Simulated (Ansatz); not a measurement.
# Na27I26Cl: the cost of one run

Computed with Ansatz 0.2.0 (DFT, PBE, plane-wave PAW, default files, scalar-relativistic, unless a step's input says otherwise).

## Step 1: Starting point

It takes space group Fm-3m (No. 225, cubic). Conventional cell: a = 19.312 Å, b = 19.312 Å, c = 19.312 Å, α = 90.00°, β = 90.00°, γ = 90.00°. Na (site symmetry 3m) is surrounded by 6 I at 3.22 Å. Around Na (site symmetry 4mm) lie 5 I at 3.22 Å and 1 Cl at 3.22 Å. Around Na (site symmetry mm2) lie 6 I at 3.22 Å. Na (site symmetry m-3m) has 6 I at 3.22 Å as nearest neighbours. Cl (site symmetry m-3m) is surrounded by 6 Na at 3.22 Å. I (site symmetry mm2) is surrounded by 6 Na at 3.22 Å. I (site symmetry 3m) is surrounded by 6 Na at 3.22 Å. I (site symmetry 4mm) has 6 Na at 3.22 Å as nearest neighbours.

Structure file:

```cif
data_structure
_symmetry_space_group_name_H-M 'P 1'
_symmetry_Int_Tables_number 1
_cell_length_a 13.6556
_cell_length_b 13.6556
_cell_length_c 13.6556
_cell_angle_alpha 60.000
_cell_angle_beta 60.000
_cell_angle_gamma 60.000
_cell_volume 1800.60
loop_
_atom_site_label
_atom_site_type_symbol
_atom_site_fract_x
_atom_site_fract_y
_atom_site_fract_z
_atom_site_occupancy
Na1 Na 0.00000 0.00000 0.00000 1
Na2 Na 0.00000 0.00000 0.33333 1
Na3 Na 0.00000 0.00000 0.66667 1
Na4 Na 0.00000 0.33333 0.00000 1
Na5 Na 0.00000 0.33333 0.33333 1
Na6 Na 0.00000 0.33333 0.66667 1
Na7 Na 0.00000 0.66667 0.00000 1
Na8 Na 0.00000 0.66667 0.33333 1
Na9 Na 0.00000 0.66667 0.66667 1
Na10 Na 0.33333 0.00000 0.00000 1
Na11 Na 0.33333 0.00000 0.33333 1
Na12 Na 0.33333 0.00000 0.66667 1
Na13 Na 0.33333 0.33333 0.00000 1
Na14 Na 0.33333 0.33333 0.33333 1
Na15 Na 0.33333 0.33333 0.66667 1
Na16 Na 0.33333 0.66667 0.00000 1
Na17 Na 0.33333 0.66667 0.33333 1
Na18 Na 0.33333 0.66667 0.66667 1
Na19 Na 0.66667 0.00000 0.00000 1
Na20 Na 0.66667 0.00000 0.33333 1
Na21 Na 0.66667 0.00000 0.66667 1
Na22 Na 0.66667 0.33333 0.00000 1
Na23 Na 0.66667 0.33333 0.33333 1
Na24 Na 0.66667 0.33333 0.66667 1
Na25 Na 0.66667 0.66667 0.00000 1
Na26 Na 0.66667 0.66667 0.33333 1
Na27 Na 0.66667 0.66667 0.66667 1
Cl1 Cl 0.16667 0.16667 0.16667 1
I1 I 0.16667 0.16667 0.50000 1
I2 I 0.16667 0.16667 0.83333 1
I3 I 0.16667 0.50000 0.16667 1
I4 I 0.16667 0.50000 0.50000 1
I5 I 0.16667 0.50000 0.83333 1
I6 I 0.16667 0.83333 0.16667 1
I7 I 0.16667 0.83333 0.50000 1
I8 I 0.16667 0.83333 0.83333 1
I9 I 0.50000 0.16667 0.16667 1
I10 I 0.50000 0.16667 0.50000 1
I11 I 0.50000 0.16667 0.83333 1
I12 I 0.50000 0.50000 0.16667 1
I13 I 0.50000 0.50000 0.50000 1
I14 I 0.50000 0.50000 0.83333 1
I15 I 0.50000 0.83333 0.16667 1
I16 I 0.50000 0.83333 0.50000 1
I17 I 0.50000 0.83333 0.83333 1
I18 I 0.83333 0.16667 0.16667 1
I19 I 0.83333 0.16667 0.50000 1
I20 I 0.83333 0.16667 0.83333 1
I21 I 0.83333 0.50000 0.16667 1
I22 I 0.83333 0.50000 0.50000 1
I23 I 0.83333 0.50000 0.83333 1
I24 I 0.83333 0.83333 0.16667 1
I25 I 0.83333 0.83333 0.50000 1
I26 I 0.83333 0.83333 0.83333 1
```

Atom 28 of the input is the impurity.

## Step 2: Gradients at the starting positions

input.yaml

```yaml
crystal:
  lattice:
    - [0.0, 9.6559700589, 9.6559700589]
    - [9.6559700589, 0.0, 9.6559700589]
    - [9.6559700589, 9.6559700589, 0.0]
  atoms:
    - { symbol: Na, position: [0.0, 0.0, 0.0] }
    - { symbol: Na, position: [0.0, 0.0, 0.3333333333] }
    - { symbol: Na, position: [0.0, 0.0, 0.6666666667] }
    - { symbol: Na, position: [0.0, 0.3333333333, 0.0] }
    - { symbol: Na, position: [0.0, 0.3333333333, 0.3333333333] }
    - { symbol: Na, position: [0.0, 0.3333333333, 0.6666666667] }
    - { symbol: Na, position: [0.0, 0.6666666667, 0.0] }
    - { symbol: Na, position: [0.0, 0.6666666667, 0.3333333333] }
    - { symbol: Na, position: [0.0, 0.6666666667, 0.6666666667] }
    - { symbol: Na, position: [0.3333333333, 0.0, 0.0] }
    - { symbol: Na, position: [0.3333333333, 0.0, 0.3333333333] }
    - { symbol: Na, position: [0.3333333333, 0.0, 0.6666666667] }
    - { symbol: Na, position: [0.3333333333, 0.3333333333, 0.0] }
    - { symbol: Na, position: [0.3333333333, 0.3333333333, 0.3333333333] }
    - { symbol: Na, position: [0.3333333333, 0.3333333333, 0.6666666667] }
    - { symbol: Na, position: [0.3333333333, 0.6666666667, 0.0] }
    - { symbol: Na, position: [0.3333333333, 0.6666666667, 0.3333333333] }
    - { symbol: Na, position: [0.3333333333, 0.6666666667, 0.6666666667] }
    - { symbol: Na, position: [0.6666666667, 0.0, 0.0] }
    - { symbol: Na, position: [0.6666666667, 0.0, 0.3333333333] }
    - { symbol: Na, position: [0.6666666667, 0.0, 0.6666666667] }
    - { symbol: Na, position: [0.6666666667, 0.3333333333, 0.0] }
    - { symbol: Na, position: [0.6666666667, 0.3333333333, 0.3333333333] }
    - { symbol: Na, position: [0.6666666667, 0.3333333333, 0.6666666667] }
    - { symbol: Na, position: [0.6666666667, 0.6666666667, 0.0] }
    - { symbol: Na, position: [0.6666666667, 0.6666666667, 0.3333333333] }
    - { symbol: Na, position: [0.6666666667, 0.6666666667, 0.6666666667] }
    - { symbol: Cl, position: [0.1666666667, 0.1666666667, 0.1666666667] }
    - { symbol: I, position: [0.1666666667, 0.1666666667, 0.5] }
    - { symbol: I, position: [0.1666666667, 0.1666666667, 0.8333333333] }
    - { symbol: I, position: [0.1666666667, 0.5, 0.1666666667] }
    - { symbol: I, position: [0.1666666667, 0.5, 0.5] }
    - { symbol: I, position: [0.1666666667, 0.5, 0.8333333333] }
    - { symbol: I, position: [0.1666666667, 0.8333333333, 0.1666666667] }
    - { symbol: I, position: [0.1666666667, 0.8333333333, 0.5] }
    - { symbol: I, position: [0.1666666667, 0.8333333333, 0.8333333333] }
    - { symbol: I, position: [0.5, 0.1666666667, 0.1666666667] }
    - { symbol: I, position: [0.5, 0.1666666667, 0.5] }
    - { symbol: I, position: [0.5, 0.1666666667, 0.8333333333] }
    - { symbol: I, position: [0.5, 0.5, 0.1666666667] }
    - { symbol: I, position: [0.5, 0.5, 0.5] }
    - { symbol: I, position: [0.5, 0.5, 0.8333333333] }
    - { symbol: I, position: [0.5, 0.8333333333, 0.1666666667] }
    - { symbol: I, position: [0.5, 0.8333333333, 0.5] }
    - { symbol: I, position: [0.5, 0.8333333333, 0.8333333333] }
    - { symbol: I, position: [0.8333333333, 0.1666666667, 0.1666666667] }
    - { symbol: I, position: [0.8333333333, 0.1666666667, 0.5] }
    - { symbol: I, position: [0.8333333333, 0.1666666667, 0.8333333333] }
    - { symbol: I, position: [0.8333333333, 0.5, 0.1666666667] }
    - { symbol: I, position: [0.8333333333, 0.5, 0.5] }
    - { symbol: I, position: [0.8333333333, 0.5, 0.8333333333] }
    - { symbol: I, position: [0.8333333333, 0.8333333333, 0.1666666667] }
    - { symbol: I, position: [0.8333333333, 0.8333333333, 0.5] }
    - { symbol: I, position: [0.8333333333, 0.8333333333, 0.8333333333] }
kpoints:
  mp_grid: { grid: [2, 2, 2] }
scf:
  occupations: { method: fermi_dirac, width: 0.01 }
hamiltonian:
  xc: pbe
  pseudopotentials: { kind: paw }
output:
  forces: true
  stress: true
  populations: true
  efg:
    quadrupole_moments_barn: { Na: 0.104, Cl: -0.08112, I: -0.68822 }
    contact_densities: true
```

Started as:

```sh
ansatz run input.yaml --threads 4 --pin off --max-ram 8192MiB --backend cpu --events-out ev --progress --plain --runs-dir out
```

Q: Estimate wall time and peak memory on 4 threads of Arm Neoverse N1, shared host.

About 2.5 min, with a peak of 6.3 GiB.
